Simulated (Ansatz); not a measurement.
# CH₃GaO₂: one molecule under many settings

Aim: run CH₃GaO₂ under a spread of inputs, and see what each costs and gives.

Program: Ansatz 0.2.0, Gaussian basis. Level of theory: the settings change from run to run. These are calculated values, not measurements.

## (1) The molecule

The geometry comes from an earlier relaxation with PBE0-D4 in a triple-zeta def2 set; it is a stationary point, not always the lowest conformer.

7 atoms, charge 0, spin multiplicity 1.

Atoms are counted from 1 here; the program's logs count them from 0.

Bond lengths: O1–Ga2 1.817 Å, O1–H5 0.960 Å, C3–O4 1.201 Å, C3–H6 1.106 Å, C3–H7 1.105 Å. Angles: Ga2–O1–H5 119.3°, O4–C3–H6 121.7°, O4–C3–H7 121.3°, H6–C3–H7 117.0°.

## (2) PBEsol/cc-pVTZ-DK

Contents of in.yaml:

```yaml
crystal:
  periodic: [false, false, false]
  atoms:
    - {symbol: O, position_ang: [-2.091127, 0.770236, -1.432681]}
    - {symbol: Ga, position_ang: [-1.201869, 1.546423, -0.050997]}
    - {symbol: C, position_ang: [1.296066, -0.574460, 0.807847]}
    - {symbol: O, position_ang: [0.439542, -0.612035, -0.032567]}
    - {symbol: H, position_ang: [-1.797768, -0.082787, -1.760136]}
    - {symbol: H, position_ang: [1.388474, 0.279147, 1.504515]}
    - {symbol: H, position_ang: [2.027983, -1.394424, 0.918218]}
basis:
  gaussian: {orbitals: cc-pVTZ-DK}
hamiltonian: {xc: {name: PBEsol}}
output: {forces: true}
```

On the command line:

```console
$ ansatz run in.yaml --threads 2 --pin off --events-out ev --progress --plain --max-ram 4352MiB
```

The log of the run:

```text
Functional definition: PBEsol
  name "PBEsol"
  cite "Perdew et al., Phys. Rev. Lett. 100, 136406 (2008) doi:10.1103/PhysRevLett.100.136406"
  cite "Perdew, Burke & Ernzerhof, Phys. Rev. Lett. 77, 3865 (1996) doi:10.1103/PhysRevLett.77.3865"
  parent pbesol
  exchange = pbesol_x
  correlation = pbesol_c
1049 factors; their error is unknown
mean field evaluation 1: about -57997.8038 eV, gradient 8.2e1 eV
mean field evaluation 2: about -57844.6997 eV, gradient 2.2e2 eV
mean field evaluation 4: about -58008.2115 eV, gradient 2.2e1 eV
mean field evaluation 8: about -58009.0374 eV, gradient 4.3e-1 eV
mean field evaluation 16: about -58009.0163 eV, gradient 4.2e-4 eV
mean field -58009.01629475 eV, -2131.7920289087 hartree, gradient 3.1e-5 eV, S^2 0.000000; 0 other end points of the search recorded, 0 dependent functions left out
the calculation of the forces begins
reference -58009.01633573 eV, -2131.7920304144 hartree; 28, 28 occupied and 147, 147 virtual orbitals, 1049 factors
Total energy: -58009.01633573 eV, -2131.7920304144 hartree
Relativity: scalar
Atom 0 at    -2.091127     0.770236    -1.432681 Å, force    -0.237314     0.573495     0.182628 eV/Å
Atom 1 at    -1.201869     1.546423    -0.050997 Å, force     0.062866    -0.082362     0.001103 eV/Å
Atom 2 at     1.296066    -0.574460     0.807847 Å, force     0.355597     0.049335     0.373067 eV/Å
Atom 3 at     0.439542    -0.612035    -0.032567 Å, force    -0.713064     0.000295    -0.677159 eV/Å
Atom 4 at    -1.797768    -0.082787    -1.760136 Å, force     0.213156    -0.545394    -0.185571 eV/Å
Atom 5 at     1.388474     0.279147     1.504515 Å, force     0.042390     0.310101     0.261222 eV/Å
Atom 6 at     2.027983    -1.394424     0.918218 Å, force     0.276369    -0.305469     0.044709 eV/Å
Dipole moment:     0.716569    -0.369729     0.415118 e Å
```

It took 1.4 s on 2 threads of INTEL XEON PLATINUM 8581C at 2.30GHz, shared host.

Largest force 0.983 eV/Å, dipole 4.36 D.

## (3) LC-wPBE/def2-TZVPD

Options: charge +1, multiplicity 2, atoms shaken by 0.03 Å, finite nuclei.

Contents of in.yaml:

```yaml
crystal:
  periodic: [false, false, false]
  atoms:
    - {symbol: O, position_ang: [-2.078986, 0.769878, -1.474744]}
    - {symbol: Ga, position_ang: [-1.190011, 1.572839, -0.114144]}
    - {symbol: C, position_ang: [1.325275, -0.536587, 0.837559]}
    - {symbol: O, position_ang: [0.488229, -0.651233, -0.020579]}
    - {symbol: H, position_ang: [-1.800478, -0.083883, -1.758792]}
    - {symbol: H, position_ang: [1.396410, 0.246919, 1.527494]}
    - {symbol: H, position_ang: [2.013277, -1.443798, 0.909748]}
basis:
  gaussian: {orbitals: def2-TZVPD, nuclear_model: gaussian}
total_charge: 1
magnetization: {spin_polarized: true, initial_magnetization: 1}
hamiltonian: {xc: {name: LC-wPBE}}
```

Launched as before.

The log of the run (excerpt; [...] marks lines left out):

```text
Functional definition: LC-wPBE
  name "LC-wPBE"
  cite "Vydrov & Scuseria, J. Chem. Phys. 125, 234109 (2006) doi:10.1063/1.2409292"
  cite "Heyd & Scuseria, J. Chem. Phys. 120, 7274 (2004) doi:10.1063/1.1668634"
  cite "Ernzerhof & Perdew, J. Chem. Phys. 109, 3313 (1998) doi:10.1063/1.476928"
  cite "Perdew, Burke & Ernzerhof, Phys. Rev. Lett. 77, 3865 (1996) doi:10.1103/PhysRevLett.77.3865"
  parent pbe
[...]
1071 factors; their error is unknown
430 factors; integrals over basis functions are off by at most 3.6e-5 eV
[...]
mean field -57540.85595141 eV, -2114.5874536215 hartree, gradient 8.5e-5 eV, S^2 0.758831; 0 other end points of the search recorded, 0 dependent functions left out
reference -57540.85595142 eV, -2114.5874536219 hartree; 28, 27 occupied and 170, 171 virtual orbitals, 1071 factors
Total energy: -57540.85595142 eV, -2114.5874536219 hartree
```

Run time: 4.3 s. Hardware: 2 threads of INTEL XEON PLATINUM 8581C at 2.30GHz, shared host; peak memory 0.59 GiB.

⟨S²⟩ 0.759.

## (4) BHLYP/STO-3G

Set apart from the defaults: multiplicity 3, the search for lower states set to off.

Contents of in.yaml:

```yaml
crystal:
  periodic: [false, false, false]
  atoms:
    - {symbol: O, position_ang: [-2.091127, 0.770236, -1.432681]}
    - {symbol: Ga, position_ang: [-1.201869, 1.546423, -0.050997]}
    - {symbol: C, position_ang: [1.296066, -0.574460, 0.807847]}
    - {symbol: O, position_ang: [0.439542, -0.612035, -0.032567]}
    - {symbol: H, position_ang: [-1.797768, -0.082787, -1.760136]}
    - {symbol: H, position_ang: [1.388474, 0.279147, 1.504515]}
    - {symbol: H, position_ang: [2.027983, -1.394424, 0.918218]}
basis:
  gaussian: {orbitals: STO-3G}
magnetization: {spin_polarized: true, initial_magnetization: 2}
hamiltonian: {xc: {name: BHLYP}}
scf: {lower_state_search: off}
output: {forces: true}
```

Same command.

The log of the run (excerpt; [...] marks lines left out):

```text
Functional definition: BHLYP
  name "BHLYP"
  cite "Becke, J. Chem. Phys. 98, 1372 (1993) doi:10.1063/1.464304"
  cite "Becke, Phys. Rev. A 38, 3098 (1988) doi:10.1103/PhysRevA.38.3098"
  cite "Lee, Yang & Parr, Phys. Rev. B 37, 785 (1988) doi:10.1103/PhysRevB.37.785"
[...]
431 factors; integrals over basis functions are off by at most 3.3e-5 eV
[...]
mean field -56869.26799209 eV, -2089.9070513349 hartree, gradient 2.4e-6 eV, S^2 2.000949; 0 other end points of the search recorded, 0 dependent functions left out
[...]
reference -56869.26812663 eV, -2089.9070562794 hartree; 29, 27 occupied and 7, 9 virtual orbitals, 431 factors
Total energy: -56869.26812663 eV, -2089.9070562794 hartree
Atom 0 at    -2.091127     0.770236    -1.432681 Å, force     0.052834     3.124414     2.259383 eV/Å
Atom 1 at    -1.201869     1.546423    -0.050997 Å, force    -0.467719    -1.750720    -1.675345 eV/Å
Atom 2 at     1.296066    -0.574460     0.807847 Å, force     2.582695     0.227901     2.615454 eV/Å
Atom 3 at     0.439542    -0.612035    -0.032567 Å, force    -3.684968     0.547927    -3.107014 eV/Å
Atom 4 at    -1.797768    -0.082787    -1.760136 Å, force     0.925015    -2.074617    -0.601138 eV/Å
Atom 5 at     1.388474     0.279147     1.504515 Å, force     0.276864     0.053849     0.301509 eV/Å
Atom 6 at     2.027983    -1.394424     0.918218 Å, force     0.315280    -0.128754     0.207151 eV/Å
Dipole moment:     0.512028    -0.539941     0.102596 e Å
Checks for a lower state left out: stability, starts, cluster_reference, orbital_swaps, neighbouring_geometries, increment
```

It took 2 s on 2 threads of INTEL XEON PLATINUM 8581C at 2.30GHz, shared host.

Largest force 4.851 eV/Å, dipole 3.61 D, ⟨S²⟩ 2.001.

## (5) B3LYP/ANO-RCC-VTZP

Set apart from the defaults: relativity set to scalar.

in.yaml, as its differences from that of step 4:

```diff
@@ -11,6 +11,3 @@
 basis:
-  gaussian: {orbitals: STO-3G}
-magnetization: {spin_polarized: true, initial_magnetization: 2}
-hamiltonian: {xc: {name: BHLYP}}
-scf: {lower_state_search: off}
-output: {forces: true}
+  gaussian: {orbitals: ANO-RCC-VTZP}
+hamiltonian: {xc: {name: B3LYP}, pseudopotentials: {relativity: scalar}}
```

Same command.

The log of the run (excerpt; [...] marks lines left out):

```text
Functional definition: B3LYP
  name "B3LYP"
  cite "Stephens, Devlin, Chabalowski & Frisch, J. Phys. Chem. 98, 11623 (1994) doi:10.1021/j100096a001"
  cite "Becke, Phys. Rev. A 38, 3098 (1988) doi:10.1103/PhysRevA.38.3098"
  cite "Lee, Yang & Parr, Phys. Rev. B 37, 785 (1988) doi:10.1103/PhysRevB.37.785"
  cite "Vosko, Wilk & Nusair, Can. J. Phys. 58, 1200 (1980) doi:10.1139/p80-159"
[...]
1322 factors; their error is unknown
[...]
mean field -58083.51488564 eV, -2134.5298016269 hartree, gradient 3.4e-5 eV, S^2 0.000000; 0 other end points of the search recorded, 0 dependent functions left out
reference -58083.51519629 eV, -2134.5298130429 hartree; 28, 28 occupied and 147, 147 virtual orbitals, 1322 factors
Total energy: -58083.51519629 eV, -2134.5298130429 hartree
Relativity: scalar
```

Wall time 3 s (2 threads of INTEL XEON PLATINUM 8581C at 2.30GHz, shared host).

## (6) RPBE/cc-pVTZ-DK

Set apart from the defaults: a point charge of 1.00 e beside it, the search for lower states set to full.

in.yaml, as its differences from that of step 5:

```diff
@@ -11,3 +11,5 @@
 basis:
-  gaussian: {orbitals: ANO-RCC-VTZP}
-hamiltonian: {xc: {name: B3LYP}, pseudopotentials: {relativity: scalar}}
+  gaussian: {orbitals: cc-pVTZ-DK, point_charges: [{charge: 1.00, position_ang: [6.953, -0.402, -0.829]}]}
+hamiltonian: {xc: {name: RPBE}}
+scf: {lower_state_search: full}
+output: {forces: true}
```

The command is unchanged.

The log of the run (excerpt; [...] marks lines left out):

```text
Functional definition: RPBE
  name "RPBE"
  cite "Hammer, Hansen & Nørskov, Phys. Rev. B 59, 7413 (1999) doi:10.1103/PhysRevB.59.7413"
  cite "Perdew, Burke & Ernzerhof, Phys. Rev. Lett. 77, 3865 (1996) doi:10.1103/PhysRevLett.77.3865"
[...]
1049 factors; their error is unknown
[...]
mean field -58079.63894488 eV, -2134.3873634313 hartree, gradient 2.0e-5 eV, S^2 0.000000; 1 other end points of the search recorded, 0 dependent functions left out
[...]
reference -58079.63898690 eV, -2134.3873649752 hartree; 28, 28 occupied and 147, 147 virtual orbitals, 1049 factors
Total energy: -58079.63898690 eV, -2134.3873649752 hartree
Relativity: scalar
Atom 0 at    -2.091127     0.770236    -1.432681 Å, force    -0.407569     0.263174    -0.253232 eV/Å
Atom 1 at    -1.201869     1.546423    -0.050997 Å, force     0.120887     0.390024     0.390754 eV/Å
Atom 2 at     1.296066    -0.574460     0.807847 Å, force     0.549708     0.140224     0.680101 eV/Å
Atom 3 at     0.439542    -0.612035    -0.032567 Å, force    -0.766236    -0.221217    -0.947467 eV/Å
Atom 4 at    -1.797768    -0.082787    -1.760136 Å, force     0.114019    -0.471422    -0.176605 eV/Å
Atom 5 at     1.388474     0.279147     1.504515 Å, force     0.059741     0.212287     0.246605 eV/Å
Atom 6 at     2.027983    -1.394424     0.918218 Å, force     0.291769    -0.320920     0.086955 eV/Å
Dipole moment:     0.557778    -0.328002     0.397825 e Å
```

It took 2.2 s on 2 threads of INTEL XEON PLATINUM 8581C at 2.30GHz, shared host.

Largest force 1.238 eV/Å, dipole 3.65 D.

## (7) CCSD/def2-TZVPP

Options: relativity set to none, correlated electrons set to outside_noble_gas.

in.yaml, as its differences from that of step 6:

```diff
@@ -11,5 +11,4 @@
 basis:
-  gaussian: {orbitals: cc-pVTZ-DK, point_charges: [{charge: 1.00, position_ang: [6.953, -0.402, -0.829]}]}
-hamiltonian: {xc: {name: RPBE}}
-scf: {lower_state_search: full}
-output: {forces: true}
+  gaussian: {orbitals: def2-TZVPP}
+hamiltonian: {xc: {name: HF}, pseudopotentials: {relativity: none}}
+correlation: {method: ccsd, electrons: outside_noble_gas}
```

Launched as before.

The log of the run (excerpt; [...] marks lines left out):

```text
Functional definition: HF
  name "HF"
  cite "Fock, Z. Phys. 61, 126 (1930) doi:10.1007/BF01340294"
  parent pbe
[...]
1151 factors; integrals over basis functions are off by at most 7.3e-4 eV
[...]
mean field -57489.06699848 eV, -2112.6842447051 hartree, gradient 5.3e-6 eV, S^2 0.000000; 0 other end points of the search recorded, 0 dependent functions left out
17 core orbitals not correlated, not the lowest: weight in the atoms' cores, before any rotation towards them, 0.860 or more for the frozen orbitals, at most 0.136 for the correlated occupied ones
reference -57489.06699848 eV, -2112.6842447051 hartree; 11, 11 occupied and 155, 155 virtual orbitals, 1151 factors
second order -19.04695859 eV of doubles, -0.00000000 eV of singles
cycle   1  -18.86680986 eV  change    1.8e-1 eV  update   1.2e-1
[...]
cycle  12  -19.55156679 eV  change   -2.2e-6 eV  update   4.3e-6
Total energy: -57508.61856527 eV, -2113.4027515320 hartree
```

It took 11 s on 2 threads of INTEL XEON PLATINUM 8581C at 2.30GHz, shared host; peak memory 1.6 GiB.

T1 0.017.

## (8) revPBE/pcseg-2

Set apart from the defaults: multiplicity 3, restricted open-shell orbitals, atoms shaken by 0.15 Å, a grid of angular degree 47, D3(BJ) dispersion.

Contents of in.yaml:

```yaml
crystal:
  periodic: [false, false, false]
  atoms:
    - {symbol: O, position_ang: [-2.100295, 0.471881, -1.458529]}
    - {symbol: Ga, position_ang: [-1.202950, 1.578003, -0.375102]}
    - {symbol: C, position_ang: [1.275798, -0.602678, 0.646735]}
    - {symbol: O, position_ang: [0.494320, -0.794064, -0.072297]}
    - {symbol: H, position_ang: [-1.871643, -0.059738, -1.702511]}
    - {symbol: H, position_ang: [1.567192, 0.142599, 1.856453]}
    - {symbol: H, position_ang: [2.047652, -1.711573, 0.919320]}
basis:
  gaussian: {orbitals: pcseg-2, final_grid: {core_spheres: 20, valence_spheres: 16, degree: 47}}
magnetization: {spin_polarized: false, initial_magnetization: 2}
hamiltonian: {xc: {name: revPBE}, dispersion: d3bj}
output: {forces: true}
```

Same command.

The log of the run (excerpt; [...] marks lines left out):

```text
Functional definition: revPBE
  name "revPBE"
  cite "Zhang & Yang, Phys. Rev. Lett. 80, 890 (1998) doi:10.1103/PhysRevLett.80.890"
  cite "Perdew, Burke & Ernzerhof, Phys. Rev. Lett. 77, 3865 (1996) doi:10.1103/PhysRevLett.77.3865"
[...]
1002 factors; their error is unknown
[...]
mean field -57543.33582016 eV, -2114.6785871169 hartree, gradient 1.3e-5 eV, S^2 2.000000; 6 other end points of the search recorded, 0 dependent functions left out
[...]
reference -57543.33588791 eV, -2114.6785896067 hartree; 29, 27 occupied and 146, 148 virtual orbitals, 1002 factors
Total energy: -57543.62409708 eV, -2114.6891810983 hartree
Atom 0 at    -2.100295     0.471881    -1.458529 Å, force   -23.869207    54.618321    24.824494 eV/Å
Atom 1 at    -1.202950     1.578003    -0.375102 Å, force     0.277451     0.609994     0.476694 eV/Å
Atom 2 at     1.275798    -0.602678     0.646735 Å, force    14.943084     3.155769     9.211266 eV/Å
Atom 3 at     0.494320    -0.794064    -0.072297 Å, force   -12.833287    -2.768827    -9.271143 eV/Å
Atom 4 at    -1.871643    -0.059738    -1.702511 Å, force    23.440438   -55.192810   -25.408695 eV/Å
Atom 5 at     1.567192     0.142599     1.856453 Å, force    -1.106206    -1.278791    -0.419997 eV/Å
Atom 6 at     2.047652    -1.711573     0.919320 Å, force    -0.852274     0.856344     0.587381 eV/Å
Dipole moment:     0.269436    -0.043857     0.098947 e Å
```

It took 13 s on 2 threads of INTEL XEON PLATINUM 8581C at 2.30GHz, shared host; peak memory 0.45 GiB.

Largest force 65.125 eV/Å, dipole 1.39 D.

## (9) PBEsol/x2c-TZVPPall

Set apart from the defaults: unrestricted orbitals, D4 dispersion.

Contents of in.yaml:

```yaml
crystal:
  periodic: [false, false, false]
  atoms:
    - {symbol: O, position_ang: [-2.091127, 0.770236, -1.432681]}
    - {symbol: Ga, position_ang: [-1.201869, 1.546423, -0.050997]}
    - {symbol: C, position_ang: [1.296066, -0.574460, 0.807847]}
    - {symbol: O, position_ang: [0.439542, -0.612035, -0.032567]}
    - {symbol: H, position_ang: [-1.797768, -0.082787, -1.760136]}
    - {symbol: H, position_ang: [1.388474, 0.279147, 1.504515]}
    - {symbol: H, position_ang: [2.027983, -1.394424, 0.918218]}
basis:
  gaussian: {orbitals: x2c-TZVPPall}
magnetization: {spin_polarized: true, initial_magnetization: 0}
hamiltonian: {xc: {name: PBEsol}, dispersion: d4}
output: {forces: true}
```

Launched as before.

The log of the run (excerpt; [...] marks lines left out):

```text
Functional definition: PBEsol
  name "PBEsol"
  cite "Perdew et al., Phys. Rev. Lett. 100, 136406 (2008) doi:10.1103/PhysRevLett.100.136406"
  cite "Perdew, Burke & Ernzerhof, Phys. Rev. Lett. 77, 3865 (1996) doi:10.1103/PhysRevLett.77.3865"
  parent pbesol
[...]
1021 factors; their error is unknown
[...]
mean field -58009.06744686 eV, -2131.7939087138 hartree, gradient 1.8e-5 eV, S^2 0.000000; 0 other end points of the search recorded, 0 dependent functions left out
[...]
reference -58009.06748549 eV, -2131.7939101336 hartree; 28, 28 occupied and 155, 155 virtual orbitals, 1021 factors
Total energy: -58009.10842991 eV, -2131.7954148133 hartree
Relativity: scalar
Atom 0 at    -2.091127     0.770236    -1.432681 Å, force    -0.258287     0.498474     0.109931 eV/Å
Atom 1 at    -1.201869     1.546423    -0.050997 Å, force     0.105979    -0.040834     0.070879 eV/Å
Atom 2 at     1.296066    -0.574460     0.807847 Å, force     0.327663     0.036763     0.337553 eV/Å
Atom 3 at     0.439542    -0.612035    -0.032567 Å, force    -0.669263     0.006506    -0.631142 eV/Å
Atom 4 at    -1.797768    -0.082787    -1.760136 Å, force     0.191061    -0.514171    -0.184194 eV/Å
Atom 5 at     1.388474     0.279147     1.504515 Å, force     0.036649     0.311045     0.256442 eV/Å
Atom 6 at     2.027983    -1.394424     0.918218 Å, force     0.266197    -0.297782     0.040531 eV/Å
Dipole moment:     0.727472    -0.348487     0.440380 e Å
```

Wall time 2.2 s (2 threads of INTEL XEON PLATINUM 8581C at 2.30GHz, shared host).

Largest force 0.920 eV/Å, dipole 4.41 D, ⟨S²⟩ 0.000.

## (10) CCSD/6-31G

Options: atoms shaken by 0.08 Å, a point charge of 0.50 e beside it, high accuracy.

Contents of in.yaml:

```yaml
crystal:
  periodic: [false, false, false]
  atoms:
    - {symbol: O, position_ang: [-2.023042, 0.813621, -1.387817]}
    - {symbol: Ga, position_ang: [-1.157632, 1.447492, -0.112068]}
    - {symbol: C, position_ang: [1.265054, -0.492292, 0.840626]}
    - {symbol: O, position_ang: [0.390403, -0.587969, -0.197129]}
    - {symbol: H, position_ang: [-1.720358, -0.214416, -1.738046]}
    - {symbol: H, position_ang: [1.429794, 0.209371, 1.548470]}
    - {symbol: H, position_ang: [1.968744, -1.298834, 0.836483]}
basis:
  gaussian: {orbitals: 6-31G, point_charges: [{charge: 0.50, position_ang: [5.377, -0.022, 0.139]}]}
hamiltonian: {xc: {name: HF}}
correlation: {method: ccsd}
accuracy: high
```

Same command.

The log of the run (excerpt; [...] marks lines left out):

```text
Functional definition: HF
  name "HF"
  cite "Fock, Z. Phys. 61, 126 (1930) doi:10.1007/BF01340294"
  parent pbe
[...]
1253 factors; integrals over basis functions are off by at most 5.5e-9 eV
[...]
mean field -57473.54022680 eV, -2112.1136463701 hartree, gradient 3.4e-8 eV, S^2 0.000000; 0 other end points of the search recorded, 0 dependent functions left out; unrestricted orbitals would lower it
12 core orbitals not correlated: weight in the atoms' cores, before any rotation towards them, 1.000 or more for the frozen orbitals, at most 0.000 for the correlated occupied ones
reference -57473.54022680 eV, -2112.1136463701 hartree; 16, 16 occupied and 34, 34 virtual orbitals, 1253 factors
second order -15.61912316 eV of doubles, -0.00000000 eV of singles
cycle   1  -14.69881691 eV  change    9.2e-1 eV  update   1.5e-1
[...]
cycle  28  -15.58448181 eV  change   6.5e-10 eV  update   1.7e-9
Total energy: -57489.12470861 eV, -2112.6863655130 hartree
```

Wall time 2 s (2 threads of INTEL XEON PLATINUM 8581C at 2.30GHz, shared host).

T1 0.021.

## (11) All runs side by side

```tsv
level	charge	multiplicity	geometry	functions	energy (eV)	time
PBEsol/cc-pVTZ-DK	0	1	relaxed	175	-58009.016	1.4 s
LC-wPBE/def2-TZVPD	1	2	shaken	198	-57540.856	4.3 s
BHLYP/STO-3G	0	3	relaxed	36	-56869.268	2 s
B3LYP/ANO-RCC-VTZP	0	1	relaxed	175	-58083.515	3 s
RPBE/cc-pVTZ-DK	0	1	relaxed, point charge	175	-58079.639	2.2 s
CCSD/def2-TZVPP	0	1	relaxed	183	-57508.619	11 s
revPBE/pcseg-2	0	3	shaken	175	-57543.624	13 s
PBEsol/x2c-TZVPPall	0	1	relaxed	183	-58009.108	2.2 s
CCSD/6-31G	0	1	shaken, point charge	62	-57489.125	2 s
```

## (12) Outcome

```
                                         quantity                     value
                                             runs                         9
                                         quickest  PBEsol/cc-pVTZ-DK, 1.4 s
                                          slowest      revPBE/pcseg-2, 13 s
spread of total energies, same state and geometry                  574.9 eV
                  dipole, same state and geometry            4.36 to 4.41 D
```

In words: revPBE/pcseg-2 took 9 times as long as PBEsol/cc-pVTZ-DK. The jobs differ in tasks and options as well as level. The totals spread over 575 eV; they can't be compared across methods or bases. Some of these runs are scalar-relativistic and others not, which shifts the totals of all-electron atoms past neon by eV; core potentials, where a basis has them, take the core out of the total altogether. At the PBE0-D4/def2-TZVP geometry and in the same state, runs without warnings or point charges leave forces up to 0.98 eV/Å (PBEsol/cc-pVTZ-DK).
